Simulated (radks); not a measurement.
# Hg⁴⁺ in [Kr] 4d10 4f14 5s1 5p6 5d8 6d1: an all-electron calculation

Aim: the levels, the sizes of the orbitals and the parts of the energy of the mercury ion Hg4+.

Program: radks (a radial shooting solver on a logarithmic mesh, Libxc functionals) version 1. Level of theory: scalar-relativistic Kohn-Sham, PBEsol, spin-polarised, spherical densities, finite nucleus; open shells are filled with parallel spins first. These are calculated values, not measurements, unless marked.

### 1 The atom as given

```
element            : mercury (Z = 80)
charge             : +4
electrons          : 76
configuration      : [Kr] 4d10 4f14 5s1 5p6 5d8 6d1
nuclear rms radius : 5.4648 fm
```

Outer shells as boxes (Hund's rule):

Hg⁴⁺
```
[Kr] core
4d [↑↓][↑↓][↑↓][↑↓][↑↓]
4f [↑↓][↑↓][↑↓][↑↓][↑↓][↑↓][↑↓]
5s [↑ ]
5p [↑↓][↑↓][↑↓]
5d [↑↓][↑↓][↑↓][↑ ][↑ ]
6d [↑ ][  ][  ][  ][  ]
```

### 2 The calculation

The run's settings:

```text
Z 80
configuration [Kr] 4d10 4f14 5s1 5p6 5d8 6d1 6s0 6p0
relativity scalar-relativistic
functional pbe_sol,pbe_sol
spin polarised
nucleus finite rms 5.4648 fm
c 137.035999084
```

**Question.** What will this run give?

As calculated:

| quantity | value |
| --- | --- |
| total energy | -19602.9046 hartree |
| exchange-correlation share of it | 1.85 % |
| −T/E | 1.1218 |
| highest occupied level | 6d up, -24.808 eV |
| most extended occupied level | 6d up, <r> = 3.26 bohr |
| radius at density 0.001 e/bohr³ | 4.20 bohr |
| maxima of the radial density | 4 |

The radial density shows 4 maxima for 6 occupied principal shells; where shells overlap, one shows as a shoulder or not at all. −T/E is 1.122: with relativity the kinetic term as defined here no longer equals −E. This is not the tabulated ground configuration, so its levels and sizes aren't those of the ground state, and no measured value stands beside it.
